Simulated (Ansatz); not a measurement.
## CuSn3 in Ansatz: the effect of functional

The system is CuSn3.

```xyz
4
Lattice="-2.2547 2.2547 4.9030 2.2547 -2.2547 4.9030 2.2547 2.2547 -4.9030" Properties=species:S:1:pos:R:3 pbc="T T T"
Sn    0.0000    0.0000    4.9030
Sn    2.2547    0.0000    2.4515
Sn    0.0000    2.2547    2.4515
Cu    0.0000    0.0000    0.0000
```

The cell comes from a database or a generator and needn't be the stable form of this composition.

The cell isn't the ideal one: volume scaled by 1.02.

Alike in all runs:

| Quantity | Value |
| --- | --- |
| Program | Ansatz 0.2.0 |
| Task | single point |
| Potentials or basis | Ansatz PAW |
| k mesh | 8 × 8 × 8 |
| Occupations | fermi-dirac, width 0.05 eV |
| Spin | no spin polarisation |

| functional | cutoff | pressure (GPa) |
| --- | --- | --- |
| LDA | 420 eV (not typed: the program's choice for these potentials) | ? |
| r2SCAN | 500 eV (not typed: the program's choice for these potentials) | -3.5 |
| PBE | 420 eV (not typed: the program's choice for these potentials) | -1.9 |

Question: What does the run with functional LDA give?

Answer: Pressure -6.4 GPa.

Caveats: the PAW data sets come from PBE, with cores solved anew for the run's functional, which leaves a small shift of forces and pressure (some runs).
